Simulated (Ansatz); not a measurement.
# CH5FNOSn: the cost of one run

Method: functionals in def2-TZVPP, the program's frozen cores in correlated methods; program: Ansatz 0.2.0, Gaussian basis.

Levels to be run: PBE-D4, r2SCAN-D4, PBE0-D4, B3LYP-D4, ωB97X-V, ωB97M-V, B2PLYP; CCSD(T)/def2-TZVPP; MP2/def2-QZVPP; extrapolation to the limit.

**1. The relaxed structure**

An earlier PBE0-D4 in a triple-zeta def2 set relaxation fixed the geometry. Sn takes the def2 core potential; no spin-orbit term is included.

SMILES `C[O][Sn]([NH2])[F]`, 10 atoms, charge 0, spin multiplicity 2.

Atoms are counted from 1 here; the program's logs count them from 0.

Bond lengths: C1–O2 1.408 Å, C1–H6 1.097 Å, C1–H7 1.094 Å, C1–H8 1.096 Å, O2–Sn3 1.969 Å, Sn3–N4 2.047 Å, Sn3–F5 1.938 Å, N4–H9 1.016 Å, N4–H10 1.016 Å. Angles: O2–C1–H6 111.9°, O2–C1–H7 107.6°, O2–C1–H8 112.6°, H6–C1–H7 107.8°, H6–C1–H8 108.6°, H7–C1–H8 108.2°, C1–O2–Sn3 122.4°, O2–Sn3–N4 103.6°, O2–Sn3–F5 103.8°, N4–Sn3–F5 103.0°, Sn3–N4–H9 112.0°, Sn3–N4–H10 112.6°, H9–N4–H10 107.4°.

As a file:

```xyz
10
CH5FNOSn
C    -0.7906   -0.3622   -1.7966
O     0.0542    0.3402   -0.9159
Sn   -0.3261    0.5012    1.0095
N     1.5337    0.5482    1.8644
F    -0.9878   -1.2532    1.4991
H    -1.6584    0.2381   -2.0956
H    -0.2137   -0.5882   -2.6986
H    -1.1482   -1.3076   -1.3741
H     1.4878    0.4919    2.8775
H     2.0491    1.3915    1.6303
```

**2. PBE-D4 (GGA)**

Contents of in.yaml:

```yaml
crystal:
  periodic: [false, false, false]
  atoms:
    - {symbol: C, position_ang: [-0.790576, -0.362180, -1.796590]}
    - {symbol: O, position_ang: [0.054198, 0.340157, -0.915928]}
    - {symbol: Sn, position_ang: [-0.326108, 0.501250, 1.009536]}
    - {symbol: N, position_ang: [1.533682, 0.548199, 1.864427]}
    - {symbol: F, position_ang: [-0.987780, -1.253217, 1.499139]}
    - {symbol: H, position_ang: [-1.658429, 0.238069, -2.095640]}
    - {symbol: H, position_ang: [-0.213710, -0.588161, -2.698613]}
    - {symbol: H, position_ang: [-1.148176, -1.307574, -1.374073]}
    - {symbol: H, position_ang: [1.487757, 0.491928, 2.877484]}
    - {symbol: H, position_ang: [2.049132, 1.391528, 1.630258]}
basis:
  gaussian: {orbitals: def2-TZVPP}
magnetization: {spin_polarized: true, initial_magnetization: 1}
hamiltonian: {xc: pbe, dispersion: d4}
output: {forces: true, orbitals: {seedname: orbitals}}
```

The run is started by

```sh
$ ansatz run in.yaml --threads 2 --pin off --events-out ev --progress --plain --max-ram 32768MiB --backend cpu
```

**Question.** How long does this run take on 2 threads of AMD EPYC 7R13, shared host, and how much memory does it need?

About 10 s, with a peak of 0.36 GiB.
